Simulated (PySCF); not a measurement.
# C2H7BO2Si: the cost of one run

Programs: PySCF 2.14.0, with density-fitted response routines of our own. Each step states its level of theory. These are calculated values for one molecule in the gas phase, unless marked as measured. Atoms count from 0, in the outputs and in this text.

## (1) The starting structure

13 atoms, charge 0, multiplicity 1; geometry from: GFN2-xTB. The atoms were then displaced at random by about 0.01 Å, so the start is not that level's minimum.

Bonds of the start (Å): B0–C1 1.59, C1–C2 1.58, C2–O3 1.34, O3–Si4 1.66, Si4–O5 1.62, O5–C1 1.41, B0–H6 1.16, B0–H7 1.18, C1–H8 1.12, C2–H9 1.11, C2–H10 1.09, Si4–H11 1.46, Si4–H12 1.46.

## (2) Relaxing the molecule at PBE0-D3(BJ)/def2-SVP

Job settings and geometry (Å):

```
{"job": {"xc": "PBE0", "basis": "def2-SVP", "d3": "d3bj", "grid": 1, "shake": 0.01, "kind": "geom"}, "charge": 0, "multiplicity": 1}
B      1.970900    -0.112570    -0.451770
C      0.638020    -0.318850     0.381010
C     -0.158120     1.043370     0.417730
O     -1.459560     0.783250     0.265820
Si    -1.774530    -0.742570    -0.308810
O     -0.247040    -1.274660    -0.157640
H      2.063000    -0.543240    -1.523390
H      2.795150     0.599280    -0.001610
H      0.837770    -0.610080     1.440400
H      0.021660     1.554430     1.387870
H      0.183460     1.700420    -0.378710
H     -2.681890    -1.384240     0.630730
H     -2.183010    -0.711420    -1.711960
```

Launch:

```bash
OMP_NUM_THREADS=1 python probes_run.py task.json out
```

One launch serves the whole session: the jobs run in the order shown.

Q: Estimate the wall time and peak memory of this first job on 1 thread of Arm Neoverse V1, shared host.

About 75 s, with a peak of 0.49 GiB.
